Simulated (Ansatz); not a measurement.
Working through an active-space calculation of CuHS, SMILES [SH][Cu]

With Ansatz 0.2.0 through its Python package.

The cells in order, each with its output:

**Cell 1**
```python
import ansatz as az
```

**Cell 2**
```python
GEOMETRY = """
S    -0.39900    0.37700   -0.18580
Cu    1.54520    0.26570    0.87730
H    -1.15710   -0.70750   -0.70470
"""
```

**Cell 3**
```python
mol = az.Crystal.molecule()
for line in GEOMETRY.strip().splitlines():
    symbol, *xyz = line.split()
    mol = mol.atom(symbol, [float(v) for v in xyz])
```

**Cell 4**
```python
job = (
    mol.calculation()
    .basis(gaussian="def2-SVP")
    .correlation(active_electrons=4, active_orbitals=5)
)
for method in [None, "sc_nevpt2", "fic_mrcisd_q"]:
    rep = (job if method is None else job.correlation(method)).run(threads=1, backend="cpu").report
    space = rep["configurations"]
    state = space["states"][0]
    print(method or "casscf", f"total {rep['free_energy_ev'] / 27.211386246:.6f} Ha, active-space state {state['energy']['hartree']:.6f} Ha, mean field {rep['reference_energy_ev'] / 27.211386246:.6f} Ha")
    print("  determinants", state["n_determinants"], " natural occupations", [round(n, 3) for n in space["natural_occupations"]])
print("effectively unpaired electrons, sum of min(n, 2 - n):", round(sum(min(n, 2 - n) for n in space["natural_occupations"]), 3))
```
Output:
```text
casscf total -2036.729301 Ha, active-space state -2036.729301 Ha, mean field -2036.693771 Ha
  determinants 100  natural occupations [1.982, 1.966, 0.032, 0.013, 0.006]
sc_nevpt2 total -2037.196083 Ha, active-space state -2036.729291 Ha, mean field -2036.693771 Ha
  determinants 100  natural occupations [1.982, 1.966, 0.032, 0.013, 0.006]
fic_mrcisd_q total -2037.178544 Ha, active-space state -2036.729291 Ha, mean field -2036.693771 Ha
  determinants 100  natural occupations [1.982, 1.966, 0.032, 0.013, 0.006]
effectively unpaired electrons, sum of min(n, 2 - n): 0.103
```

Caveats:
- Total energies depend on the basis set; only differences at equal settings carry meaning.
- The geometry is a force-field or estimated start, not a minimum of this method, and the basis set is short of its limit. The active space starts as a window about the frontier orbitals and is then optimised, not chosen by chemistry.
- Hardware and time: 21 s on 1 thread of Arm Neoverse V2, with other jobs on the host, peak memory 0.2 GiB.
